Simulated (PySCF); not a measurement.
**SeI₃⁺: one geometry, several methods**

How much do the numbers for SeI₃⁺ (singlet) hang on the method? All levels run at one geometry, the PBE0 minimum.

The runs use PySCF 2.14.0; several methods, basis Se def2-SVP, I def2-SVP with ECP28, scalar-relativistic core potentials, no spin–orbit coupling, density fitting.

## 1. The system as given

4 atoms, charge 1, spin multiplicity 1.

Bond lengths: Se1–I2 2.521 Å, Se1–I3 2.521 Å, Se1–I4 2.521 Å. Angles: I2–Se1–I3 105.1°, I2–Se1–I4 105.1°, I3–Se1–I4 105.1°.

```xyz
4
charge 1 multiplicity 1
Se    0.0000    0.0000   -0.8315
I     2.3113    0.0000    0.1744
I    -1.1557    2.0016    0.1744
I    -1.1556   -2.0016    0.1744
```

## 2. PBE0

The steps are one call of a driver around PySCF; scf.py gives each level's set-up. Each SCF starts from the density of the minimum. The driver also runs the species with one electron less or more at the same geometry (one less: multiplicity 2, one more: multiplicity 2); their logs are not shown.

The input, scf.py:

```python
from pyscf import gto, scf, dft
mol = gto.M(atom='''
Se    -0.000000     0.000000    -0.831544
I      2.311264     0.000021     0.174415
I     -1.155650     2.001603     0.174415
I     -1.155614    -2.001624     0.174415''',
    basis={'Se': 'def2-SVP', 'I': 'def2-SVP'},
    ecp={'I': 'def2-SVP'},
    charge=1, spin=0)
mf = dft.RKS(mol, xc='PBE0')
mf.grids.atom_grid = (99, 590)
aux = {'Se': 'def2-universal-JKFIT', 'I': 'def2-universal-JKFIT'}
mf = mf.density_fit(auxbasis=aux)
mf.kernel()
```

## 3. HF

Changes to scf.py since step 2:

```diff
@@ -10,2 +10 @@
-mf = dft.RKS(mol, xc='PBE0')
-mf.grids.atom_grid = (99, 590)
+mf = scf.RHF(mol)
```

## 4. MP2

Changes to scf.py since step 3:

```diff
@@ -13,0 +14,2 @@
+from pyscf.mp import dfmp2
+dfmp2.DFMP2(mf, frozen=21).kernel()  # the driver gives MP2 a fitting basis of its own (RI)
```

## 5. PBE

Changes to scf.py since step 4:

```diff
@@ -10 +10,2 @@
-mf = scf.RHF(mol)
+mf = dft.RKS(mol, xc='PBE')
+mf.grids.atom_grid = (99, 590)
@@ -14,2 +14,0 @@
-from pyscf.mp import dfmp2
-dfmp2.DFMP2(mf, frozen=21).kernel()  # the driver gives MP2 a fitting basis of its own (RI)
```

## 6. r2SCAN

Changes to scf.py since step 5:

```diff
@@ -10 +10 @@
-mf = dft.RKS(mol, xc='PBE')
+mf = dft.RKS(mol, xc='R2SCAN')
```

(Steps that only read results are left out.)

What does the calculation give? Wanted: vertical ionisation energy, range; vertical electron affinity, range; orbital gap, range.

As calculated:

```
                         quantity                          value
vertical ionisation energy, range   13.84 (PBE) to 14.71 (HF) eV
vertical electron affinity, range  6.73 (HF) to 7.46 (r2SCAN) eV
               orbital gap, range     1.64 (PBE) to 9.05 (HF) eV
```

The vertical ionisation energy spreads over 0.87 eV, from PBE to HF; without a CCSD(T) value for it there is no yardstick here.  Spin–orbit coupling is left out.
